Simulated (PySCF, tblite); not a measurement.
**C6H12O2+ (doublet): geometry, infrared bands and EPR parameters**

Aim: predict the infrared bands and EPR parameters of C6H12O2+ (doublet) (`CC(=[O+])OCC(C)C`).

Programs: tblite 0.8.0 and PySCF 2.14.0, with density-fitted response routines of our own. Each step states its level of theory. These are calculated values for one molecule in the gas phase, unless marked as measured. Atoms count from 0, in the outputs and in this text.

**1. Starting geometry**

20 atoms, charge 1, multiplicity 2; geometry from: force field or distance geometry start.

Bonds of the start (Å): C0–C1 1.49, C1–O2 1.26, C1–O3 1.38, O3–C4 1.38, C4–C5 1.44, C5–C6 1.52, C5–C7 1.52, C0–H8 1.09, C0–H9 1.12, C0–H10 1.11, C4–H11 1.13, C4–H12 1.11, C5–H13 1.09, C6–H14 1.11, C6–H15 1.13, C6–H16 1.11, C7–H17 1.11, C7–H18 1.11, C7–H19 1.12.

**2. Relaxing the molecule with GFN2-xTB**

Job settings and geometry (Å):

```
{"job": {"kind": "relax", "xc": "GFN2-xTB", "basis": "xTB"}, "charge": 1, "multiplicity": 2}
C      3.439700    -0.061100    -0.050600
C      2.009700    -0.469700    -0.071700
O      1.643800    -1.301800     0.807300
O      1.075400    -0.009400    -0.972500
C     -0.255300    -0.376100    -1.008300
C     -1.147600    -0.136900     0.101600
C     -1.196600     1.352600     0.403500
C     -2.562200    -0.536700    -0.271700
H      3.499800     0.913300     0.439700
H      4.092200    -0.788600     0.496700
H      3.857000     0.043300    -1.074100
H     -0.265600    -1.487500    -1.219000
H     -0.688000     0.073800    -1.930300
H     -0.951100    -0.637000     1.054600
H     -0.792200     1.612100     1.400100
H     -2.266200     1.713000     0.396100
H     -0.677500     1.922000    -0.401000
H     -2.832000    -0.266300    -1.308800
H     -2.771500    -1.602700    -0.039700
H     -3.217100     0.054500     0.425700
```

Run with:

```
> OMP_NUM_THREADS=1 python probes_run.py task.json out
```

This one command runs all jobs of the session in turn.

**Question.** This job is followed by: GFN2-xTB harmonic vibrations, gas phase; UKS B3LYP, pcH-1 on C H O, non-relativistic, mean-field spin-orbit, GIAO. Predict these results of the whole session: strongest single infrared mode (GFN2-xTB); zero-point energy (GFN2-xTB); g(iso) (B3LYP); ⟨S²⟩; largest a(iso) (averaged by class).

**Answer**, as computed:

| quantity | value |
| --- | --- |
| strongest single infrared mode (GFN2-xTB) | 1599 cm⁻¹, 201 km/mol |
| zero-point energy (GFN2-xTB) | 104.3 kcal/mol |
| g(iso) (B3LYP) | 2.00417 |
| ⟨S²⟩ | 0.754 (exact 0.75) |
| largest a(iso) (averaged by class) | 1H on H13, 330.0 MHz |

What this shows: Relaxing lowered the energy by 1.508 eV in 124 steps; the close pair that moved most is C4–C5, from 1.444 to 1.527 Å. All 54 modes are real, so the xTB geometry is a minimum. The strongest single mode, at 1599 cm⁻¹, moves mainly C1. GFN2-xTB is a fitted tight-binding method: band positions and strengths are rough. Its intensities can rank the bands wrongly. The largest share of the spin, 0.41 e, sits on O2. The isotropic g lies 1.8 ppt above the free-electron value.
